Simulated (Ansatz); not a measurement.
# CH₄AlNO: how energies converge with the basis set

One table from this session's results is given with a row withheld; the runs are named, their logs left out.

The runs use Ansatz 0.2.0, Gaussian basis; one geometry, several basis sets.

Plan: PBE0-D4/def2-SVP; ωB97M-V/def2-SVP; PBE0-D4/def2-QZVPP; ωB97M-V/def2-QZVPP; the functionals' def2-TZVPP values are taken from earlier runs.

**The geometry**

All runs share one geometry, relaxed beforehand with PBE0-D4 in a triple-zeta def2 set.

SMILES `C1[NH][AlH][O]1`, 8 atoms, charge 0, spin multiplicity 1.

Atoms are counted from 1 here; the program's logs count them from 0.

Bond lengths: C1–N2 1.466 Å, C1–O4 1.423 Å, C1–H5 1.099 Å, C1–H6 1.099 Å, N2–Al3 1.758 Å, N2–H7 1.002 Å, Al3–O4 1.733 Å, Al3–H8 1.569 Å. Angles: N2–C1–O4 102.5°, N2–C1–H5 112.7°, N2–C1–H6 112.7°, O4–C1–H5 109.9°, O4–C1–H6 109.9°, H5–C1–H6 109.0°, C1–N2–Al3 87.4°, C1–N2–H7 120.2°, Al3–N2–H7 152.4°, N2–Al3–O4 80.4°, N2–Al3–H8 143.4°, O4–Al3–H8 136.2°, C1–O4–Al3 89.8°.

Set-up of the first run:

in.yaml

```yaml
crystal:
  periodic: [false, false, false]
  atoms:
    - {symbol: C, position_ang: [-0.253969, 0.761980, -0.439952]}
    - {symbol: N, position_ang: [0.576944, 0.253104, 0.654729]}
    - {symbol: Al, position_ang: [0.036111, -1.359538, 0.209129]}
    - {symbol: O, position_ang: [-0.820466, -0.429100, -0.975042]}
    - {symbol: H, position_ang: [0.332351, 1.276854, -1.213471]}
    - {symbol: H, position_ang: [-1.052465, 1.431036, -0.090695]}
    - {symbol: H, position_ang: [1.107674, 0.887025, 1.221459]}
    - {symbol: H, position_ang: [0.166020, -2.878562, 0.578043]}
basis:
  gaussian: {orbitals: def2-SVP}
hamiltonian: {xc: pbe0, dispersion: d4}
output: {orbitals: {seedname: orbitals}}
```

Steps of the session up to this table: PBE0-D4 in def2-SVP; ωB97M-V in def2-SVP; PBE0-D4 in def2-QZVPP; ωB97M-V in def2-QZVPP.

One of the session's tables, all rows but one given; the rest of the session is left out.

It belongs to the step «Density functionals: the series». 

| functional | basis | HOMO (eV) |
| --- | --- | --- |
| PBE0-D4 | def2-SVP | -6.71 |
| PBE0-D4 | def2-TZVPP | -6.82 |
| PBE0-D4 | def2-QZVPP | -6.85 |
| ωB97M-V | def2-SVP | -9.02 |
| ωB97M-V | def2-TZVPP | -9.16 |
| ωB97M-V | def2-QZVPP | ? |

Estimate the missing values for ωB97M-V, def2-QZVPP.

The run gave: HOMO (eV): -9.20. In the column «HOMO (eV)» it is the lowest.
